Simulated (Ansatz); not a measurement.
# C2H5AlBN (SMILES B[C]1=C[NH][AlH]1): MP2/6-31G(d) (spherical functions)

Aim: the energy change on altering one bond length of C2H5AlBN at MP2/6-31G* (spherical functions), from 2 runs. 

The calculation is run with Ansatz 0.2.0.

127 further runs of the same task are left out: 127 set aside as unsound or not needed.

## Step 1: The system as given

The species is C2H5AlBN (10 atoms), meant as a singlet with charge 0. SMILES: `B[C]1=C[NH][AlH]1`. The coordinates come from a PBE0-D4/def2-TZVP relaxation.

Bond lengths: B1–C2 1.492 Å, C2–C3 1.391 Å, C3–N4 1.360 Å, C2–Al5 1.916 Å, N4–Al5 1.853 Å, B1–H6 1.207 Å, B1–H7 1.201 Å, C3–H8 1.094 Å, N4–H9 1.004 Å, Al5–H10 1.581 Å. Some angles: B1–C2–C3 124.0°, B1–C2–Al5 153.2°, C3–C2–Al5 82.9°, C2–C3–N4 115.0°, C3–N4–Al5 86.1°, C2–Al5–N4 76.0°, C2–B1–H6 119.4°, C2–B1–H7 122.5°, C2–C3–H8 124.7°, N4–C3–H8 120.3°.

## Step 2: The energy at MP2/6-31G(d) (spherical functions)

molecule.yaml

```yaml
basis:
  gaussian:
    orbitals: 6-31G_st_-spherical.json
crystal:
  periodic: [false, false, false]
  atoms:
    - symbol: B
      position_ang: [-1.253000, 0.576700, -1.418700]
    - symbol: C
      position_ang: [-0.143800, 0.242800, -0.478800]
    - symbol: C
      position_ang: [-0.315000, -0.471300, 0.702300]
    - symbol: "N"
      position_ang: [0.820900, -0.673500, 1.422800]
    - symbol: Al
      position_ang: [1.688500, 0.264900, 0.080500]
    - symbol: H
      position_ang: [-2.375700, 0.217000, -1.161700]
    - symbol: H
      position_ang: [-1.076200, 1.195400, -2.432600]
    - symbol: H
      position_ang: [-1.273000, -0.859200, 1.061700]
    - symbol: H
      position_ang: [0.792000, -1.179400, 2.289700]
    - symbol: H
      position_ang: [3.218400, 0.635500, -0.062200]
correlation:
  method: mp2
  frozen_orbitals: {Al: 5, B: 1, C: 1, H: 0, "N": 1}
accuracy: high
```

The basis set 6-31G* is read from a file made from the Basis Set Exchange's data (not shown).

Run with:

```
$ ansatz run molecule.yaml --threads 1 --pin off --max-ram 3480MiB --events-out events.jsonl --progress --plain --runs-dir runs
```

Output:

```text
Warning: RAYON_NUM_THREADS=1 ignored (pool sized by the plan → 1); use --threads N
Functional definition: HF
  name "HF"
  exchange = exact_x
  correlation = 0
2027 factors; integrals over basis functions are off by at most 3.5e-9 eV
mean field evaluation 1: about -10871.3072 eV, gradient 3.5e1 eV
mean field evaluation 2: about -10871.4471 eV, gradient 3.5e1 eV
mean field evaluation 4: about -10874.8736 eV, gradient 3.6e0 eV
mean field evaluation 8: about -10874.9310 eV, gradient 2.4e-1 eV
mean field evaluation 16: about -10874.9314 eV, gradient 1.3e-8 eV
mean field -10874.93138251 eV, -399.6463570139 hartree, gradient 1.4e-8 eV, S^2 0.000000; 0 other end points of the search recorded, 0 dependent functions left out
9 core orbitals not correlated: weight in the atoms' cores, before any rotation towards them, 1.000 or more for the frozen orbitals, at most 0.000 for the correlated occupied ones
reference -10874.93138251 eV, -399.6463570139 hartree; 12, 12 occupied and 63, 63 virtual orbitals, 2027 factors
second order -14.49032779 eV of doubles, -0.00000000 eV of singles
Total energy: -10889.42171030 eV, -400.1788667384 hartree
```

It took 3.6 s on 1 thread of Arm Neoverse V1, shared host; peak memory 0.23 GiB.

## Step 3: The distorted shape at the same level

job.yaml

```yaml
crystal:
  periodic: [false, false, false]
  atoms:
    - symbol: B
      position_ang: [-1.394436, 0.081756, -0.607606]
    - symbol: C
      position_ang: [-0.285236, -0.252144, 0.332294]
    - symbol: C
      position_ang: [-0.456436, -0.966244, 1.513394]
    - symbol: "N"
      position_ang: [0.679464, -1.168444, 2.233894]
    - symbol: Al
      position_ang: [1.547064, -0.230044, 0.891594]
    - symbol: H
      position_ang: [-2.517136, -0.277944, -0.350606]
    - symbol: H
      position_ang: [-1.076200, 1.195400, -2.432600]
    - symbol: H
      position_ang: [-1.414436, -1.354144, 1.872794]
    - symbol: H
      position_ang: [0.650564, -1.674344, 3.100794]
    - symbol: H
      position_ang: [3.076964, 0.140556, 0.748894]
basis:
  gaussian: {orbitals: 6-31G_st_-spherical.json}
magnetization: {spin_polarized: false, initial_magnetization: 0}
correlation: {method: mp2, frozen_orbitals: {Al: 5, B: 1, C: 1, H: 0, "N": 1}}
accuracy: high
```

The basis set 6-31G* is read from a file made from the Basis Set Exchange's data (not shown).

Run with:

```
$ ansatz run job.yaml --threads 1 --pin off --max-ram 3480MiB --events-out events.jsonl --progress --plain --runs-dir runs
```

Output:

```text
Warning: RAYON_NUM_THREADS=1 ignored (pool sized by the plan → 1); use --threads N
[... 4 set-up lines as earlier in the session ...]
2025 factors; integrals over basis functions are off by at most 3.4e-9 eV
mean field evaluation 1: about -10867.9861 eV, gradient 3.4e1 eV
mean field evaluation 2: about -10868.1211 eV, gradient 3.4e1 eV
mean field evaluation 4: about -10871.5237 eV, gradient 3.9e0 eV
mean field evaluation 8: about -10871.5895 eV, gradient 3.1e-1 eV
mean field evaluation 16: about -10871.5899 eV, gradient 2.8e-8 eV
mean field -10871.58994281 eV, -399.5235613701 hartree, gradient 2.8e-8 eV, S^2 0.000000; 1 other end points of the search recorded, 0 dependent functions left out; unrestricted orbitals would lower it
9 core orbitals not correlated: weight in the atoms' cores, before any rotation towards them, 1.000 or more for the frozen orbitals, at most 0.000 for the correlated occupied ones
reference -10871.58994281 eV, -399.5235613701 hartree; 12, 12 occupied and 63, 63 virtual orbitals, 2025 factors
second order -14.68172868 eV of doubles, -0.00000000 eV of singles
Total energy: -10886.27167149 eV, -400.0631049474 hartree
```

Wall time 3.9 s (1 thread of Arm Neoverse V1, shared host); peak memory 0.23 GiB.

## Step 4: What came out

At MP2/6-31G* (spherical functions), 9 core orbitals frozen:

```
                                                         quantity          value
                                        first shape: total energy  -400.17887 Eh
         first shape: correlation energy (9 core orbitals frozen)     -532.5 mEh
                                    distorted shape: total energy  -400.06310 Eh
     distorted shape: correlation energy (9 core orbitals frozen)     -539.5 mEh
energy change with the B1–H7 bond stretched from 1.201 to 2.161 Å       3.150 eV
```

In words: With the B1–H7 bond stretched from 1.201 to 2.161 Å the energy rises by 3.15 eV (73 kcal/mol). The first shape isn't relaxed at this level, so the change isn't measured from a minimum. The restricted solution (distorted shape) is unstable to spin breaking: an unrestricted one lies lower.
